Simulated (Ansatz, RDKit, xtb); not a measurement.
# Isomers of C5H5NO, a sample narrowed down

Which of a sample of isomers of C5H5NO is the most stable in the gas at 298.15 K, and what are its properties? The sample is small against all isomers, and the most stable one of this formula need not be in it.

The funnel: GFN2-xTB relaxations, single points with a density functional, relaxations at B3LYP-D3(BJ)/def2-SVP, harmonic vibrations (at GFN2-xTB), and a last energy at a higher level. All values are calculated.

## 1. Candidates

Isomers were taken from a list of plausible structures; this is a sample, not all of them. That gives 3 candidates.

```tsv
label	SMILES	spin
c286	N#C[C@@H]1CC=C1O	singlet
c573	N#C[C@@H]1CCC1=O	singlet
c638	N#CC1=C(O)CC1	singlet
```

Candidates are built by distance geometry, with a force field where one applies, in up to four conformers (letters a to d).

Q: Predict the outcome of this search (final energies at CCSD(T)/def2-SVP + MP2/def2-TZVPP - MP2/def2-SVP).

| quantity | value |
| --- | --- |
| lowest structure found | N#C[C@@H]1CCC1=O, singlet |
| next finalist | N#CC1=C(O)CC1, singlet, 9.6 kcal/mol higher in G |
| share at equilibrium, among the finalists | 100.0 % |

`N#C[C@@H]1CCC1=O` comes out lowest. Among the finalists first place is clear (9.6 kcal/mol); structures outside the list aren't covered. GFN2-xTB, HF/STO-3G, r2SCAN-D4/def2-SVP, B3LYP-D3(BJ)/def2-SVP, HF/def2-SVP and MP2/def2-SVP already put its bonding pattern lowest among the structures in one piece. The search is not exhaustive (a finite list of starts, one conformer a finalist), so a lower isomer can't be ruled out. Only 3 drawn patterns were tried, so whole families of isomers are missing, and the result ranks this sample alone.
